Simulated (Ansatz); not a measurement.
# CH5ClO2Sn: basis-set convergence

One table from this session's results is given with a row withheld; the runs are named, their logs left out.

Computed with Ansatz 0.2.0, Gaussian basis. Level: one geometry, several basis sets.

Plan: PBE0-D4/def2-SVP; ωB97M-V/def2-SVP; PBE0-D4/def2-QZVPP; ωB97M-V/def2-QZVPP; the functionals' def2-TZVPP values are taken from earlier runs.

### The geometry

All runs share one geometry, relaxed beforehand with PBE0-D4 in a triple-zeta def2 set. Sn takes the def2 core potential; no spin-orbit term is included.

SMILES `[CH3][Sn]([OH])([OH])[Cl]`, 10 atoms, charge 0, spin multiplicity 1.

Atoms are counted from 1 here; the program's logs count them from 0.

Bond lengths: C1–Sn2 2.108 Å, C1–H6 1.089 Å, C1–H7 1.088 Å, C1–H8 1.089 Å, Sn2–O3 1.953 Å, Sn2–O4 1.947 Å, Sn2–Cl5 2.334 Å, O3–H9 0.961 Å, O4–H10 0.961 Å. Angles: Sn2–C1–H6 108.8°, Sn2–C1–H7 109.2°, Sn2–C1–H8 108.6°, H6–C1–H7 110.1°, H6–C1–H8 110.0°, H7–C1–H8 110.1°, C1–Sn2–O3 114.7°, C1–Sn2–O4 108.7°, C1–Sn2–Cl5 113.2°, O3–Sn2–O4 107.4°, O3–Sn2–Cl5 103.9°, O4–Sn2–Cl5 108.6°, Sn2–O3–H9 112.2°, Sn2–O4–H10 113.4°.

Coordinates:

```xyz
10
CH5ClO2Sn
C    -1.4617   -0.7274   -0.4485
Sn    0.2946    0.2991    0.1024
O     1.3484   -0.5777    1.4940
O     1.4334    0.4768   -1.4669
Cl   -0.1186    2.4277    0.9667
H    -1.8416   -0.2991   -1.3746
H    -2.2010   -0.6233    0.3435
H    -1.2182   -1.7786   -0.5973
H     1.5172    0.0025    2.2414
H     2.3308    0.7489   -1.2579
```

Set-up of the first run:

in.yaml

```yaml
crystal:
  periodic: [false, false, false]
  atoms:
    - {symbol: C, position_ang: [-1.461659, -0.727371, -0.448459]}
    - {symbol: Sn, position_ang: [0.294587, 0.299142, 0.102407]}
    - {symbol: O, position_ang: [1.348376, -0.577670, 1.494025]}
    - {symbol: O, position_ang: [1.433358, 0.476761, -1.466851]}
    - {symbol: Cl, position_ang: [-0.118576, 2.427657, 0.966685]}
    - {symbol: H, position_ang: [-1.841634, -0.299088, -1.374575]}
    - {symbol: H, position_ang: [-2.201011, -0.623333, 0.343517]}
    - {symbol: H, position_ang: [-1.218243, -1.778623, -0.597270]}
    - {symbol: H, position_ang: [1.517239, 0.002508, 2.241422]}
    - {symbol: H, position_ang: [2.330764, 0.748919, -1.257900]}
basis:
  gaussian: {orbitals: def2-SVP}
hamiltonian: {xc: pbe0, dispersion: d4}
output: {orbitals: {seedname: orbitals}}
```

On the command line:

```
$ ansatz run in.yaml --threads 4 --pin off --events-out ev --progress --plain --max-ram 10444MiB
```

Steps of the session up to this table: PBE0-D4 in def2-SVP; ωB97M-V in def2-SVP; PBE0-D4 in def2-QZVPP; ωB97M-V in def2-QZVPP.

One of the session's tables, all rows but one given; the rest of the session is left out.

It belongs to the step «Density functionals: the series». 

```
functional       basis  HOMO (eV)
   PBE0-D4    def2-SVP      -8.48
   PBE0-D4  def2-TZVPP      -8.73
   PBE0-D4  def2-QZVPP      -8.77
   ωB97M-V    def2-SVP          ?
   ωB97M-V  def2-TZVPP     -11.05
   ωB97M-V  def2-QZVPP     -11.09
```

**Question.** Estimate the row for ωB97M-V, def2-SVP.

**Answer.** HOMO (eV): -10.80. In the column «HOMO (eV)» it lies between ωB97M-V, def2-TZVPP (-11.05) and PBE0-D4, def2-QZVPP (-8.77).
